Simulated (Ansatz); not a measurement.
# Bi2Se3: the cost of one run

Method: DFT PBEsol, scalar-relativistic, in Ansatz 0.2.0.

### 1 Starting point

Symmetry: R-3m, No. 166, trigonal system. Conventional cell: a = 4.143 Å, b = 4.143 Å, c = 28.636 Å, α = 90.00°, β = 90.00°, γ = 120.00°. Bi (site symmetry 3m) has 6 Se at 2.85 to 3.07 Å as nearest neighbours. Se (site symmetry -3m) has 6 Bi at 3.07 Å as nearest neighbours. Se (site symmetry 3m) is surrounded by 3 Bi at 2.85 Å.

Structure file:

```
CELL_PARAMETERS angstrom
2.07150 1.19598 9.54533
-2.07150 1.19598 9.54533
0.00000 -2.39196 9.54533
ATOMIC_POSITIONS crystal
Bi 0.40080 0.40080 0.40080
Bi 0.59920 0.59920 0.59920
Se 0.00000 0.00000 0.00000
Se 0.21170 0.21170 0.21170
Se 0.78830 0.78830 0.78830
```

Atoms are numbered in the order of the input: Bi1, Bi2, Se3, Se4, Se5.

### 2 Volume × 0.94, LAPW

Contents of input.yaml:

```yaml
crystal:
  lattice:
    - [2.0292119354, 1.1715660571, 9.3504726711]
    - [-2.0292119354, 1.1715660571, 9.3504726711]
    - [0.0, -2.3431321143, 9.3504726711]
  atoms:
    - { symbol: Bi, position: [0.4008, 0.4008, 0.4008] }
    - { symbol: Bi, position: [0.5992, 0.5992, 0.5992] }
    - { symbol: Se, position: [0.0, 0.0, 0.0] }
    - { symbol: Se, position: [0.2117, 0.2117, 0.2117] }
    - { symbol: Se, position: [0.7883, 0.7883, 0.7883] }
kpoints:
  mp_grid: { grid: [6, 6, 6] }
  band_path:
    path:
      - [0.0, 0.0, 0.0]
      - [0.5, 0.5, 0.5]
      - [0.8228674673, 0.1771325327, 0.5]
      - [0.5, -0.1771325327, 0.1771325327]
      - [0.5, 0.0, 0.0]
      - [0.0, 0.0, 0.0]
      - [0.3385662664, -0.3385662664, 0.0]
      - [0.6614337336, 0.0, 0.3385662664]
      - [0.5, 0.0, 0.5]
    npoints: 5
scf:
  occupations: { method: fermi_dirac, width: 0.03 }
hamiltonian:
  xc: pbesol
  pseudopotentials: { kind: all_electron, lapw: { basis_error: 0.0005 } }
output:
  forces: true
  stress: true
  eigenvalues: true
```

Run with:

```sh
> ansatz run input.yaml --threads 2 --pin off --max-ram 8192MiB --backend cpu --events-out ev --progress --plain --runs-dir out
```

Q: Estimate wall time and peak memory on 2 threads of Arm Neoverse V2, shared host.

About 86 s, with a peak of 0.81 GiB.
